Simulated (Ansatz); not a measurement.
**CdFH₆NSi₂: how energies converge with the basis set**

One table from this session's results is given with a row withheld; the runs are named, their logs left out.

Computed with Ansatz 0.2.0, Gaussian basis. Level: one geometry, several basis sets.

Plan: PBE0-D4/def2-SVP; ωB97M-V/def2-SVP; PBE0-D4/def2-QZVPP; ωB97M-V/def2-QZVPP; the functionals' def2-TZVPP values are taken from earlier runs.

## Structure used throughout

An earlier PBE0-D4 in a triple-zeta def2 set relaxation fixed the geometry. Cd takes the def2 core potential; no spin-orbit term is included.

SMILES `[F][Cd][N]([SiH3])[SiH3]`, 11 atoms, charge 0, spin multiplicity 1.

Atoms are counted from 1 here; the program's logs count them from 0.

Bond lengths: F1–Cd2 1.929 Å, Cd2–N3 2.002 Å, N3–Si4 1.723 Å, N3–Si5 1.723 Å, Si4–H6 1.492 Å, Si4–H7 1.490 Å, Si4–H8 1.491 Å, Si5–H9 1.492 Å, Si5–H10 1.490 Å, Si5–H11 1.491 Å. Angles: F1–Cd2–N3 179.5°, Cd2–N3–Si4 118.0°, Cd2–N3–Si5 118.0°, Si4–N3–Si5 124.0°, N3–Si4–H6 108.6°, N3–Si4–H7 111.2°, N3–Si4–H8 112.7°, H6–Si4–H7 108.9°, H6–Si4–H8 107.8°, H7–Si4–H8 107.6°, N3–Si5–H9 108.6°, N3–Si5–H10 111.2°, N3–Si5–H11 112.7°, H9–Si5–H10 108.9°, H9–Si5–H11 107.8°, H10–Si5–H11 107.6°.

Coordinates:

```xyz
11
CdFH6NSi2
F    -0.14527   -1.87509    3.65574
Cd   -0.07384   -0.99404    1.94175
N     0.00260   -0.06287    0.17130
Si   -1.47990    0.47183   -0.52587
Si    1.53809    0.09137   -0.59567
H    -2.56010    0.34282    0.49450
H    -1.38968    1.89530   -0.95516
H    -1.87839   -0.33339   -1.71527
H     2.59783   -0.30721    0.37527
H     1.78424    1.49512   -1.02876
H     1.66991   -0.78083   -1.79723
```

The first run:

Contents of in.yaml:

```yaml
crystal:
  periodic: [false, false, false]
  atoms:
    - {symbol: F, position_ang: [-0.145270, -1.875095, 3.655740]}
    - {symbol: Cd, position_ang: [-0.073838, -0.994039, 1.941746]}
    - {symbol: N, position_ang: [0.002604, -0.062868, 0.171302]}
    - {symbol: Si, position_ang: [-1.479900, 0.471828, -0.525865]}
    - {symbol: Si, position_ang: [1.538094, 0.091365, -0.595667]}
    - {symbol: H, position_ang: [-2.560102, 0.342820, 0.494497]}
    - {symbol: H, position_ang: [-1.389681, 1.895296, -0.955157]}
    - {symbol: H, position_ang: [-1.878394, -0.333389, -1.715271]}
    - {symbol: H, position_ang: [2.597834, -0.307205, 0.375265]}
    - {symbol: H, position_ang: [1.784242, 1.495123, -1.028756]}
    - {symbol: H, position_ang: [1.669908, -0.780834, -1.797233]}
basis:
  gaussian: {orbitals: def2-SVP}
hamiltonian: {xc: pbe0, dispersion: d4}
output: {orbitals: {seedname: orbitals}}
```

Launch:

```sh
$ ansatz run in.yaml --threads 4 --pin off --events-out ev --progress --plain --max-ram 11315MiB
```

Among the steps run: PBE0-D4 in def2-SVP; ωB97M-V in def2-SVP; PBE0-D4 in def2-QZVPP; ωB97M-V in def2-QZVPP.

One table of the session follows, with a row left open; its other results are not shown here.

It belongs to the step «Functionals by basis». 

| functional | basis | HOMO (eV) | LUMO (eV) |
| --- | --- | --- | --- |
| PBE0-D4 | def2-SVP | ? | ? |
| PBE0-D4 | def2-TZVPP | -7.62 | -1.98 |
| PBE0-D4 | def2-QZVPP | -7.63 | -1.99 |
| ωB97M-V | def2-SVP | -9.68 | 0.02 |
| ωB97M-V | def2-TZVPP | -9.87 | -0.20 |
| ωB97M-V | def2-QZVPP | -9.88 | -0.33 |

Estimate the missing values for PBE0-D4, def2-SVP.

As computed: HOMO (eV): -7.48; LUMO (eV): -1.82. In the column «HOMO (eV)» it is the highest.
